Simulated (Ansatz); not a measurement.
# TiCl2: the cost of one run

Program: Ansatz 0.2.0. Level of theory: DFT PBE, scalar-relativistic, plane waves, PAW, unless a step names another level. These are calculated values, not measurements.

**1. The starting structure**

Symmetry: P-6m2, No. 187, hexagonal system. The conventional cell has a = 3.277 Å, b = 3.277 Å, c = 29.738 Å, α = 90.00°, β = 90.00°, γ = 120.00°. Around Ti (site symmetry -6m2) lie 6 Cl at 2.47 Å. Cl (site symmetry 3m) is surrounded by 3 Ti at 2.47 Å.

As a file:

```cif
data_structure
_symmetry_space_group_name_H-M 'P-6m2'
_symmetry_Int_Tables_number 187
_cell_length_a 3.2775
_cell_length_b 3.2775
_cell_length_c 29.7378
_cell_angle_alpha 90.000
_cell_angle_beta 90.000
_cell_angle_gamma 120.000
_cell_volume 276.64
loop_
_atom_site_label
_atom_site_type_symbol
_atom_site_symmetry_multiplicity
_atom_site_Wyckoff_symbol
_atom_site_fract_x
_atom_site_fract_y
_atom_site_fract_z
_atom_site_occupancy
Ti1 Ti 1 a 0.00000 0.00000 0.00000 1
Cl1 Cl 2 i 0.66667 0.33333 0.94678 1
```

It is the end of an earlier relaxation with the same method, from a generated guess; it needn't be the stable form of this composition. At a tolerance of 0.02 Å it has layer group p-6m2 (No. 78); it has 3.10 Å²/atom, an uncorrected energy of -1.56 eV/atom over the elements.

It is a sheet, periodic along a and b, with vacuum along c; volumes and pressures of the box carry no meaning, and space groups named for it are those of the box.

**2. Bands, states and charges**

File input.yaml:

```yaml
crystal:
  lattice:
    - [3.2774855749, -2.847e-07, 0.0]
    - [-1.6387425409, 2.8383859107, 0.0]
    - [0.0, 0.0, 29.7377532]
  atoms:
    - { symbol: Ti, position: [0.0, 0.0, 0.2858319505] }
    - { symbol: Cl, position: [0.6666666667, 0.3333333333, 0.2326158869] }
    - { symbol: Cl, position: [0.6666666667, 0.3333333333, 0.3390480141] }
  periodic: [true, true, false]
basis:
  ecutwfc: 420
kpoints:
  mp_grid: { grid: [9, 9, 1] }
  band_path:
    path:
      - [0.0, 0.0, 0.0]
      - [0.5, 0.0, 0.0]
      - [0.33333333, 0.33333333, 0.0]
      - [0.0, 0.0, 0.0]
    npoints: 14
hamiltonian:
  xc: pbe
scf:
  occupations: { method: gaussian, width: 0.02 }
  n_extra_bands: 7
output:
  forces: true
  stress: true
  eigenvalues: true
  populations: true
  dos: { projected: true, de: 0.02, nscf_kmesh: { grid: [14, 14, 1] } }
  bader: true
  write_density: true
  write_potential: true
  elf: true
  volumetric_format: npy
```

Started as:

```
> ansatz run input.yaml --threads 1 --pin off --max-ram 2048MiB --backend cpu --events-out ev --progress --plain --runs-dir out
```

Q: Estimate wall time and peak memory on 1 thread of Arm Neoverse V2, shared host.

About 36 s, with a peak of 0.46 GiB.
